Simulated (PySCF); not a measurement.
# C₇H₁₀N₂: excited states, first hyperpolarisability

What do calculations give for the excited states, first hyperpolarisability of C₇H₁₀N₂ (`CN(C)/C=C/C=C/C#N`)?

Programs: PySCF 2.14.0, with routines of our own; each step states its level. All values are computed. Atoms count from 0.

## 1. The system as given

19 atoms, charge 0, multiplicity 1; geometry from: GFN2-xTB.

## 2. Geometry optimisation at PBE0-D3(BJ)/def2-SVP

Job settings and geometry (Å):

```
{"job": {"xc": "PBE0", "basis": "def2-SVP", "d3": "d3bj", "grid": 2, "kind": "geom"}, "charge": 0, "multiplicity": 1}
C     -1.947968    -1.162514     0.749410
N     -1.636999     0.090694     0.109664
C     -2.714727     0.740775    -0.587475
C     -0.354687     0.472527    -0.081471
C      0.761710    -0.174393     0.329928
C      2.057101     0.371814     0.124076
C      3.206913    -0.226731     0.506361
C      4.458594     0.351389     0.285572
N      5.491871     0.825941     0.108331
H     -3.009927    -1.188350     0.986065
H     -1.383674    -1.255278     1.677483
H     -1.709926    -2.017766     0.107498
H     -2.374461     1.687615    -1.001019
H     -3.539577     0.938997     0.101395
H     -3.091951     0.119006    -1.407428
H     -0.244216     1.418426    -0.596453
H      0.703362    -1.130841     0.827038
H      2.114063     1.332877    -0.373482
H      3.204696    -1.184938     1.009730
```

Command:

```bash
OMP_NUM_THREADS=1 python excited_run.py task.json out
```

One launch serves the whole session: the jobs run in the order shown.

Log:

```text
step   0  E = -381.49573872  max force = 0.028142
step   1  E = -381.49783971  max force = 0.002505
step   2  E = -381.49785112  max force = 0.001293
step   3  E = -381.49786636  max force = 0.000689
step   4  E = -381.49786691  max force = 0.000676
step   5  E = -381.49787563  max force = 0.000217
optimisation converged
```

Run time: 42 s. Hardware: 1 thread of AMD EPYC 9R45, shared host; peak memory 0.82 GiB.

Along the way:

```tsv
step	energy from step 0 (eV)	largest force component (eV/Å)
0	0.0000	1.4471
1	-0.0572	0.1288
2	-0.0575	0.0665
3	-0.0579	0.0354
4	-0.0579	0.0348
5	-0.0581	0.0112
```

Distances of close pairs at the start and the end, largest changes first:

```tsv
bond	before (Å)	after (Å)	change (Å)
C6–C7	1.396	1.418	+0.022
C4–H16	1.079	1.093	+0.013
C5–H17	1.084	1.097	+0.013
C3–H15	1.083	1.096	+0.013
C6–H18	1.082	1.095	+0.012
C7–N8	1.151	1.163	+0.012
C3–C4	1.354	1.366	+0.011
C0–H10	1.090	1.101	+0.011
```

The next job starts from the end point, and lists it.

```tsv
at the end point	value
point group (found at 0.08 Å tolerance)	C1
rotational constants (GHz, main isotopes)	6.941, 0.508, 0.477
dipole moment (D)	9.12
```

## 3. Excited states: TDA wB97X-D/aug-cc-pVDZ

Job settings and geometry (Å):

```
{"job": {"kind": "states", "xc": "wB97X-D", "basis": "aug-cc-pVDZ", "tda": true, "soc": true, "nstates": 6, "ntriplets": 5, "nquad": 4}, "charge": 0, "multiplicity": 1}
C     -1.849234    -1.114526     0.671331
N     -1.543150     0.123408     0.005296
C     -2.610615     0.794304    -0.690560
C     -0.256381     0.501520    -0.167611
C      0.864454    -0.158785     0.247552
C      2.166071     0.392222     0.039829
C      3.334374    -0.189106     0.417958
C      4.599891     0.405063     0.181183
N      5.643584     0.882600    -0.006048
H     -2.920739    -1.147591     0.909725
H     -1.286182    -1.193018     1.614438
H     -1.602347    -1.996763     0.051153
H     -2.253783     1.758061    -1.077775
H     -3.456962     0.990970    -0.012396
H     -2.988116     0.203003    -1.545644
H     -0.136324     1.455080    -0.693657
H      0.790679    -1.127999     0.747319
H      2.220779     1.362807    -0.468077
H      3.336021    -1.156234     0.930539
```

Level: TDA wB97X-D/aug-cc-pVDZ excited states, vertical, gas phase, spin-orbit mean-field couplings.

Log:

```text
coarse grid: 15928 points
cycle   1  E = -382.0149217236  dE =  1.507e+00  |g| = 5.186e-01  |ddm| = 2.317e+01
cycle   2  E = -381.9640667641  dE =  5.085e-02  |g| = 7.788e-01  |ddm| = 5.695e+00
cycle   3  E = -382.0963607037  dE = -1.323e-01  |g| = 6.758e-02  |ddm| = 2.904e+00
cycle   4  E = -382.0972775838  dE = -9.169e-04  |g| = 5.211e-02  |ddm| = 4.610e-01
cycle   5  E = -382.0980221502  dE = -7.446e-04  |g| = 1.454e-02  |ddm| = 2.694e-01
cycle   6  E = -382.0980841208  dE = -6.197e-05  |g| = 3.904e-03  |ddm| = 8.048e-02
cycle   7  E = -382.0980940720  dE = -9.951e-06  |g| = 2.213e-03  |ddm| = 4.036e-02
final grid: 154160 points
cycle   8  E = -382.1183839355  dE = -1.511e-04  |g| = 7.085e-03  |ddm| = 1.277e+00
cycle   9  E = -382.1183819429  dE =  1.993e-06  |g| = 8.518e-03  |ddm| = 7.894e-02
cycle  10  E = -382.1183970575  dE = -1.511e-05  |g| = 1.496e-03  |ddm| = 2.239e-02
cycle  11  E = -382.1183975153  dE = -4.578e-07  |g| = 7.016e-04  |ddm| = 1.074e-02
cycle  12  E = -382.1183976359  dE = -1.206e-07  |g| = 2.650e-04  |ddm| = 3.326e-03
cycle  13  E = -382.1183976527  dE = -1.685e-08  |g| = 4.441e-05  |ddm| = 1.285e-03
cycle  14  E = -382.1183976542  dE = -1.519e-09  |g| = 3.089e-05  |ddm| = 5.183e-04
cycle  15  E = -382.1183976547  dE = -4.402e-10  |g| = 6.658e-06  |ddm| = 3.230e-04
converged SCF energy = -382.1183976547

Singlet excitations
state   eV       nm        f     d(h-e)  d(exc)  Lambda  PR(NTO)  |dmu|/D   mu/D   main configurations
  1   4.7158   262.9   1.37389   0.753   3.709   0.724   1.105    2.353   11.519   H->L 0.93
  2   4.9955   248.2   0.05964   1.466   4.864   0.221   1.033    6.567    3.052   H->L+1 0.68, H->L+3 0.15
  3   5.2716   235.2   0.00046   0.339   4.751   0.172   1.030    1.456    8.034   H->L+2 0.66, H->L+5 0.15
  4   5.6382   219.9   0.00730   1.089   5.242   0.209   1.103    4.672    4.963   H->L+3 0.49, H->L+1 0.12, H->L+6 0.11
  5   5.9212   209.4   0.05054   2.055   5.426   0.253   1.029                     H->L+4 0.71
  6   5.9963   206.8   0.06406   0.676   4.182   0.342   1.055                     H->L+7 0.42, H->L+10 0.38

Triplet excitations (Tamm-Dancoff)
state   eV     d(h-e)  d(exc)  Lambda  PR(NTO)   main configurations
  1   2.6033   0.234   3.292   0.721   1.063   H->L 0.91
  2   4.4945   0.259   2.721   0.567   2.026   H-1->L 0.39, H->L+10 0.28
  3   4.9541   1.571   4.921   0.227   1.041   H->L+1 0.67, H->L+3 0.15
  4   5.2259   0.336   4.714   0.175   1.043   H->L+2 0.64, H->L+5 0.15
  5   5.5913   0.889   5.083   0.219   1.160   H->L+3 0.42, H->L+6 0.11, H->L+4 0.10
S1 - T1 = 2.1125 eV

Spin-orbit couplings |<S|Hso|T>| (cm-1)
             T1       T2       T3       T4       T5
S0        0.106    0.216    1.386    1.920    4.095
S1        0.059    0.092    1.099    2.597    4.475
S2        0.741    0.723    0.251    0.521    0.944
S3        1.826    0.989    0.275    0.062    0.237
S4        2.644    1.848    0.405    0.271    0.295
S5        0.304    0.845    0.703    1.934    1.155
S6        0.163    0.148    0.321    0.726    0.793
T1 sublevels (cm-1): 0.000 0.000 0.000   radiative rates (1/s): 0.00232 9.62e-05 0.0246
```

Wall time 47 s (1 thread of AMD EPYC 9R45, shared host); peak memory 1.2 GiB.

In short:

```tsv
quantity	value
S1 less T1	2.11 eV
```

Orbitals, density, ELF and potential are computed afterwards from the orbital file.

Frontier orbitals at wB97X-D/aug-cc-pVDZ, with the share of their density that lies nearest to each atom:

```tsv
orbital	energy (eV)	lies on
HOMO	-7.42	C4, C6 about 21 % each; N1 19 %; N8 10 %
LUMO	0.35	C3, C5 about 19 % each; C6 14 %; N8 10 %
```

ELF in a plane through or near 15 of the atoms.

Values, 10 rows by 14 columns:
```
0.00 0.00 0.00 0.00 0.00 0.00 0.00 0.00 0.00 0.00 0.00 0.00 0.00 0.00
0.00 0.00 0.00 0.00 0.00 0.00 0.00 0.00 0.00 0.00 0.00 0.00 0.00 0.00
0.00 0.00 0.00 0.00 0.41 0.00 0.10 0.01 0.17 0.06 0.02 0.00 0.00 0.00
0.00 0.00 0.00 0.04 1.00 0.04 0.99 0.03 0.74 0.93 0.93 0.00 0.00 0.00
0.00 0.03 0.39 0.44 0.32 0.21 0.63 0.10 0.80 0.52 0.05 0.00 0.00 0.00
0.00 0.51 0.61 0.70 0.55 0.87 0.54 0.39 0.29 0.54 0.59 0.01 0.00 0.00
0.00 0.69 0.69 0.77 0.03 0.99 0.04 0.97 0.11 0.31 0.66 0.01 0.00 0.00
0.00 0.11 0.51 0.21 0.01 0.99 0.01 0.99 0.40 0.99 0.03 0.00 0.00 0.00
0.00 0.00 0.00 0.00 0.00 0.00 0.00 0.01 0.07 0.69 0.00 0.00 0.00 0.00
0.00 0.00 0.00 0.00 0.00 0.00 0.00 0.00 0.00 0.00 0.00 0.00 0.00 0.00
```
The map spans 16.3 Å across and 9.3 Å up, centred on the molecule. Atoms in the plane (x, y in Å): C0 (2.0, 1.3), N1 (1.6, -0.1), C2 (2.7, -1.0), C3 (0.4, -0.5), C4 (-0.8, 0.3), C5 (-2.1, -0.3), C6 (-3.2, 0.4), C7 (-4.5, -0.3), N8 (-5.5, -0.8), H9 (3.0, 1.5), H12 (2.4, -2.1), H15 (0.2, -1.6), H16 (-0.7, 1.4), H17 (-2.1, -1.4), H18 (-3.2, 1.5).

On the surface of density 0.002 e/bohr³ the electrostatic potential runs, from the 1st to the 99th percentile, from -2.21 V near N8 to 1.53 V near H15.

## 4. Excited states: TDDFT CAM-B3LYP/aug-cc-pVDZ

The job, as its differences from that of step 3:

```diff
@@ -1,2 +1,2 @@
-{"job": {"kind": "states", "xc": "wB97X-D", "basis": "aug-cc-pVDZ", "tda": true, "soc": true, "nstates": 6, "ntriplets": 5, "nquad": 4}, "charge": 0, "multiplicity": 1}
+{"job": {"kind": "states", "xc": "CAM-B3LYP", "basis": "aug-cc-pVDZ", "tpa": true, "nstates": 8, "nquad": 6, "ntriplets": 0}, "charge": 0, "multiplicity": 1}
 C     -1.849234    -1.114526     0.671331
```

Method: TDDFT CAM-B3LYP/aug-cc-pVDZ excited states, vertical, gas phase, two-photon moments by quadratic response.

Log:

```text
coarse grid: 15928 points
cycle   1  E = -381.9351378604  dE =  1.438e+00  |g| = 4.995e-01  |ddm| = 3.074e+01
cycle   2  E = -381.8613340480  dE =  7.380e-02  |g| = 8.228e-01  |ddm| = 6.959e+00
cycle   3  E = -382.0105033017  dE = -1.492e-01  |g| = 7.636e-02  |ddm| = 4.764e+00
cycle   4  E = -382.0114025054  dE = -8.992e-04  |g| = 6.045e-02  |ddm| = 5.536e-01
cycle   5  E = -382.0123255356  dE = -9.230e-04  |g| = 1.803e-02  |ddm| = 3.529e-01
cycle   6  E = -382.0124073559  dE = -8.182e-05  |g| = 3.428e-03  |ddm| = 8.820e-02
cycle   7  E = -382.0124131121  dE = -5.756e-06  |g| = 2.182e-03  |ddm| = 2.567e-02
final grid: 154160 points
cycle   8  E = -382.0445074336  dE = -2.298e-05  |g| = 4.641e-03  |ddm| = 4.256e-01
cycle   9  E = -382.0445065326  dE =  9.011e-07  |g| = 5.381e-03  |ddm| = 4.393e-02
cycle  10  E = -382.0445129182  dE = -6.386e-06  |g| = 7.419e-04  |ddm| = 1.454e-02
cycle  11  E = -382.0445130501  dE = -1.319e-07  |g| = 2.278e-04  |ddm| = 4.265e-03
cycle  12  E = -382.0445130644  dE = -1.429e-08  |g| = 9.903e-05  |ddm| = 1.736e-03
cycle  13  E = -382.0445130671  dE = -2.693e-09  |g| = 3.734e-05  |ddm| = 6.789e-04
cycle  14  E = -382.0445130675  dE = -3.788e-10  |g| = 2.116e-05  |ddm| = 2.565e-04
converged SCF energy = -382.0445130675

Singlet excitations
state   eV       nm        f     d(h-e)  d(exc)  Lambda  PR(NTO)  |dmu|/D   mu/D   delta(TPA)   sigma/GM   main configurations
  1   4.3965   282.0   1.03610   0.685   3.694   0.708   1.147    2.092   11.272      751.93      5.325   H->L 0.96
  2   4.7149   263.0   0.04326   2.020   5.052   0.300   1.021    8.553    1.555      467.79      3.810   H->L+1 0.81, H->L+3 0.09
  3   5.0210   246.9   0.00041   0.561   4.738   0.195   1.020    2.360    7.602       67.55      0.624   H->L+2 0.76, H->L+5 0.14
  4   5.3731   230.7   0.00412   1.154   5.309   0.225   1.060    4.749    5.139      128.98      1.364   H->L+3 0.72
  5   5.6759   218.4   0.00973   2.237   5.398   0.307   1.036    9.726    2.205     4456.64     52.598   H->L+4 0.78, H->L+10 0.14
  6   5.7659   215.0   0.04774   1.242   4.385   0.315   1.043    5.111    7.372      533.66      6.500   H->L+7 0.61, H->L+10 0.17
  7   5.7758   214.7   0.00184   2.292   5.807   0.213   1.072                                            H->L+5 0.63, H->L+2 0.13
  8   5.9828   207.2   0.00847   2.022   5.105   0.238   1.029                                            H->L+8 0.57, H->L+6 0.19
```

Run time: 50 s. Hardware: 1 thread of AMD EPYC 9R45, shared host; peak memory 1.3 GiB.

## 5. First hyperpolarisability: quadratic response CAM-B3LYP/aug-cc-pVDZ

The job, as its differences from that of step 4:

```diff
@@ -1,2 +1,2 @@
-{"job": {"kind": "states", "xc": "CAM-B3LYP", "basis": "aug-cc-pVDZ", "tpa": true, "nstates": 8, "nquad": 6, "ntriplets": 0}, "charge": 0, "multiplicity": 1}
+{"job": {"kind": "beta", "xc": "CAM-B3LYP", "basis": "aug-cc-pVDZ"}, "charge": 0, "multiplicity": 1}
 C     -1.849234    -1.114526     0.671331
```

Method: quadratic response CAM-B3LYP/aug-cc-pVDZ first hyperpolarisability, Taylor convention, gas phase.

Log:

```text
coarse grid: 15928 points
cycle   1  E = -381.9351378604  dE =  1.438e+00  |g| = 4.995e-01  |ddm| = 3.074e+01
cycle   2  E = -381.8613340480  dE =  7.380e-02  |g| = 8.228e-01  |ddm| = 6.959e+00
cycle   3  E = -382.0105033017  dE = -1.492e-01  |g| = 7.636e-02  |ddm| = 4.764e+00
cycle   4  E = -382.0114025054  dE = -8.992e-04  |g| = 6.045e-02  |ddm| = 5.536e-01
cycle   5  E = -382.0123255356  dE = -9.230e-04  |g| = 1.803e-02  |ddm| = 3.529e-01
cycle   6  E = -382.0124073559  dE = -8.182e-05  |g| = 3.428e-03  |ddm| = 8.820e-02
cycle   7  E = -382.0124131121  dE = -5.756e-06  |g| = 2.182e-03  |ddm| = 2.567e-02
final grid: 154160 points
cycle   8  E = -382.0445074336  dE = -2.298e-05  |g| = 4.641e-03  |ddm| = 4.256e-01
cycle   9  E = -382.0445065326  dE =  9.011e-07  |g| = 5.381e-03  |ddm| = 4.393e-02
cycle  10  E = -382.0445129182  dE = -6.386e-06  |g| = 7.419e-04  |ddm| = 1.454e-02
cycle  11  E = -382.0445130501  dE = -1.319e-07  |g| = 2.278e-04  |ddm| = 4.265e-03
cycle  12  E = -382.0445130644  dE = -1.429e-08  |g| = 9.903e-05  |ddm| = 1.736e-03
cycle  13  E = -382.0445130671  dE = -2.693e-09  |g| = 3.734e-05  |ddm| = 6.789e-04
cycle  14  E = -382.0445130675  dE = -3.774e-10  |g| = 2.116e-05  |ddm| = 2.565e-04
converged SCF energy = -382.0445130675

Lowest singlets (eV, f): 4.3965 1.0361  4.7149 0.0433  5.0210 0.0004

First hyperpolarisability (au)
process     nm      |vector|   parallel      HRS      DR
static         -     1469.97     873.53     673.47   3.775
shg       1907.0     1666.31     991.05     760.39    3.83
eope      1907.0     1531.16     910.16          -       -
shg       1064.0     2285.44    1361.61    1033.62    3.96
eope      1064.0     1681.66    1000.24          -       -
```

Run time: 44 s. Hardware: 1 thread of AMD EPYC 9R45, shared host; peak memory 1.3 GiB.

## 6. Excited states: TDA wB97X-D/aug-cc-pVDZ in dichloromethane

The job, as its differences from that of step 5:

```diff
@@ -1,2 +1,2 @@
-{"job": {"kind": "beta", "xc": "CAM-B3LYP", "basis": "aug-cc-pVDZ"}, "charge": 0, "multiplicity": 1}
+{"job": {"kind": "states", "xc": "wB97X-D", "basis": "aug-cc-pVDZ", "tda": true, "soc": true, "nstates": 6, "ntriplets": 5, "nquad": 4, "solvent": "dichloromethane"}, "charge": 0, "multiplicity": 1}
 C     -1.849234    -1.114526     0.671331
```

Level: TDA wB97X-D/aug-cc-pVDZ excited states, vertical, IEF-PCM dichloromethane (non-equilibrium response), spin-orbit mean-field couplings.

Log:

```text
coarse grid: 15928 points
cycle   1  E = -382.0483602952  dE =  1.474e+00  |g| = 4.836e-01  |ddm| = 2.317e+01
cycle   2  E = -382.0240167868  dE =  2.434e-02  |g| = 6.491e-01  |ddm| = 6.893e+00
cycle   3  E = -382.1133744907  dE = -8.936e-02  |g| = 5.622e-02  |ddm| = 3.123e+00
cycle   4  E = -382.1141460600  dE = -7.716e-04  |g| = 3.749e-02  |ddm| = 4.762e-01
cycle   5  E = -382.1145293815  dE = -3.833e-04  |g| = 9.357e-03  |ddm| = 2.184e-01
cycle   6  E = -382.1145563670  dE = -2.699e-05  |g| = 3.120e-03  |ddm| = 6.216e-02
cycle   7  E = -382.1145624231  dE = -6.056e-06  |g| = 1.642e-03  |ddm| = 3.933e-02
final grid: 154160 points
cycle   8  E = -382.1347279914  dE = -1.537e-04  |g| = 6.858e-03  |ddm| = 1.381e+00
cycle   9  E = -382.1347285943  dE = -6.029e-07  |g| = 7.565e-03  |ddm| = 8.637e-02
cycle  10  E = -382.1347405052  dE = -1.191e-05  |g| = 1.318e-03  |ddm| = 2.666e-02
cycle  11  E = -382.1347408951  dE = -3.898e-07  |g| = 5.727e-04  |ddm| = 1.187e-02
cycle  12  E = -382.1347409911  dE = -9.600e-08  |g| = 2.214e-04  |ddm| = 3.278e-03
cycle  13  E = -382.1347410053  dE = -1.420e-08  |g| = 5.137e-05  |ddm| = 1.344e-03
cycle  14  E = -382.1347410092  dE = -3.887e-09  |g| = 3.435e-05  |ddm| = 9.693e-04
cycle  15  E = -382.1347410101  dE = -8.922e-10  |g| = 8.750e-06  |ddm| = 5.325e-04
converged SCF energy = -382.1347410101

Singlet excitations
state   eV       nm        f     d(h-e)  d(exc)  Lambda  PR(NTO)  |dmu|/D   mu/D   main configurations
  1   4.2843   289.4   1.49825   0.940   3.634   0.693   1.092    3.637   16.025   H->L 0.95
  2   5.1113   242.6   0.01724   0.514   4.658   0.204   1.052    2.524   11.813   H->L+1 0.68
  3   5.4454   227.7   0.00508   0.490   4.698   0.190   1.076    1.957   13.780   H->L+2 0.59, H->L+10 0.09
  4   5.6568   219.2   0.01520   0.193   4.958   0.196   1.123    0.926   11.764   H->L+3 0.58, H->L+6 0.08
  5   5.9003   210.1   0.00173   1.250   4.575   0.240   1.132                     H->L+12 0.34, H->L+2 0.17, H->L+10 0.12
  6   6.0036   206.5   0.08497   1.575   4.800   0.249   1.035                     H->L+4 0.48, H->L+7 0.28, H->L+13 0.09

Triplet excitations (Tamm-Dancoff)
state   eV     d(h-e)  d(exc)  Lambda  PR(NTO)   main configurations
  1   2.5919   0.362   3.377   0.699   1.046   H->L 0.94
  2   4.5752   0.221   2.753   0.609   2.040   H-1->L 0.45, H->L+11 0.24
  3   5.0883   0.603   4.676   0.207   1.071   H->L+1 0.67
  4   5.3766   0.594   4.507   0.207   1.140   H->L+2 0.46, H->L+10 0.13, H->L+12 0.12
  5   5.5664   0.760   3.886   0.541   1.891   H-1->L 0.36, H->L+11 0.27, H->L+7 0.09
S1 - T1 = 1.6924 eV

Spin-orbit couplings |<S|Hso|T>| (cm-1)
             T1       T2       T3       T4       T5
S0        0.146    0.282    3.208    5.544    1.415
S1        0.013    0.118    2.995    5.266    0.789
S2        1.977    1.145    0.238    0.525    0.195
S3        3.353    2.129    0.225    0.102    0.572
S4        2.917    2.249    0.337    0.946    0.328
S5        4.780    3.799    2.067    0.578    1.548
S6        0.216    0.721    0.918    1.572    0.737
T1 sublevels (cm-1): 0.000 0.001 0.001   radiative rates (1/s): 0.184 0.00601 5.25e-05
```

Run time: 43 s. Hardware: 1 thread of AMD EPYC 9R45, shared host; peak memory 1.3 GiB.

From this job:

```tsv
quantity	value
S1 less T1	1.69 eV
```

## 7. Results

```
                                                       quantity                                                   value
                                                    point group                                                      C1
                           rotational constants (main isotopes)                                    6.94, 0.51, 0.48 GHz
                   S1 less T1 (step 3, TDA wB97X-D/aug-cc-pVDZ)                                                 2.11 eV
                          surface potential, 1st and 99th percentile                                      -2.21 V and 1.53 V
    β vector (step 5, quadratic response CAM-B3LYP/aug-cc-pVDZ)  static 1470, SHG 1907.0 nm 1666, SHG 1064.0 nm 2285 au
S1 less T1 (step 6, TDA wB97X-D/aug-cc-pVDZ in dichloromethane)                                                 1.69 eV
```

**Reading.** The optimisation took 5 steps and gained 0.058 eV; among the close pairs (by a distance rule), C6–C7 changed most, from 1.396 to 1.418 Å. In step 3, the number of triplets below S1 is 2, and the largest singlet-triplet spin-orbit coupling is S1–T5, 4.47 cm⁻¹. β grows from 1470 au (static) to 2285 au for doubling at 1064.0 nm: normal dispersion, which grows as twice the photon energy moves toward the bright states. In step 6, the number of triplets below S1 is 1, and the largest singlet-triplet spin-orbit coupling is S0–T4, 5.54 cm⁻¹.
